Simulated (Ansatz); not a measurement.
# HfBe2: how the settings move a single-point run

Question: which choices in the input matter for HfBe2?

Method: reference: DFT, r2SCAN, PAW with Ansatz's default frozen-core files, scalar-relativistic, in Ansatz 0.2.0.

## Step 1: Starting point

It takes space group P6/mmm (No. 191, hexagonal). The conventional cell has a = 3.780 Å, b = 3.780 Å, c = 3.170 Å, α = 90.00°, β = 90.00°, γ = 120.00°. Hf (site symmetry 6/mmm) has 12 Be at 2.70 Å as nearest neighbours. Be (site symmetry -6m2) is surrounded by 3 Be at 2.18 Å.

Coordinates:

```
Hf Be
1.0
     3.77950    0.00000    0.00000
    -1.88975    3.27314    0.00000
     0.00000    0.00000    3.16996
Hf Be
1 2
Direct
  0.00000 0.00000 0.00000
  0.33333 0.66667 0.50000
  0.66667 0.33333 0.50000
```

## Step 2: Baseline

input.yaml reads:

```yaml
crystal:
  lattice:
    - [3.7795013321, 0.0, 0.0]
    - [-1.889750666, 3.2731441672, 0.0]
    - [0.0, 0.0, 3.1699582]
  atoms:
    - { symbol: Hf, position: [0.0, 0.0, 0.0] }
    - { symbol: Be, position: [0.3333333333, 0.6666666667, 0.5] }
    - { symbol: Be, position: [0.6666666667, 0.3333333333, 0.5] }
kpoints:
  mp_grid: { grid: [11, 11, 12] }
  band_path:
    path:
      - [0.0, 0.0, 0.0]
      - [0.5, 0.0, 0.0]
      - [0.3333333333, 0.3333333333, 0.0]
      - [0.0, 0.0, 0.0]
      - [0.0, 0.0, 0.5]
      - [0.5, 0.0, 0.5]
      - [0.3333333333, 0.3333333333, 0.5]
      - [0.0, 0.0, 0.5]
      - [0.5, 0.0, 0.5]
    npoints: 14
scf:
  occupations: { method: fermi_dirac, width: 0.08 }
hamiltonian:
  xc: r2scan
  pseudopotentials: { kind: paw }
output:
  forces: true
  stress: true
  eigenvalues: true
  efg: { contact_densities: true }
  populations: true
  bader: true
  dos: { projected: true, de: 0.2, e_range: [-14, 8] }
  write_density: true
  write_potential: true
  elf: true
  volumetric_format: npy
```

Started as:

```console
> ansatz run input.yaml --threads 1 --pin off --max-ram 4096MiB --backend cpu --events-out ev --progress --plain --runs-dir out
```

## Step 3: Changed: n_extra_bands 4, xc lda, xc_grid 4

Edit input.yaml of step 2 so:

```diff
@@ -25,4 +25,5 @@
   occupations: { method: fermi_dirac, width: 0.08 }
+  n_extra_bands: 4
 hamiltonian:
-  xc: r2scan
+  xc: lda
   pseudopotentials: { kind: paw }
@@ -34,7 +35,3 @@
   populations: true
-  bader: true
-  dos: { projected: true, de: 0.2, e_range: [-14, 8] }
-  write_density: true
-  write_potential: true
-  elf: true
-  volumetric_format: npy
+basis:
+  xc_grid: 4
```

Q: Predict the outcome of this session. Wanted: for each run, ending; energy change; pressure; gap; force.

The runs gave:

| run | ending | energy change | pressure (GPa) | gap (eV) | force (eV/Å) | cycles | time |
| --- | --- | --- | --- | --- | --- | --- | --- |
| reference | converged | - | -0.1 | 0.00 | 0.00 | 7 | 73 s |
| 1: n_extra_bands 4, xc lda, xc_grid 4 | converged | not comparable | -6.1 | 0.00 | 0.00 | 7 | 7.8 s |

Times don't compare one to one where runs were asked for different outputs or read a saved state (see the inputs); cycles may leave out searches for a lower state.

Residual by cycle in the longest SCF loop of each run; runs are numbered as in the table. The quantity is the density residual dr2, in eV.

```
cycle  reference    run 1
    1     0.0377   0.0413
    2    0.00734   0.0124
    3    0.00146   6.6e-4
    4     2.6e-4   2.0e-5
    5     3.8e-6   1.9e-6
    6     3.6e-7   6.9e-7
    7     2.6e-9  5.9e-10
```

What this shows: Total energies don't compare across a change of functional; the pressure goes from -0.1 to -6.1 GPa. The numerical grids changed too.
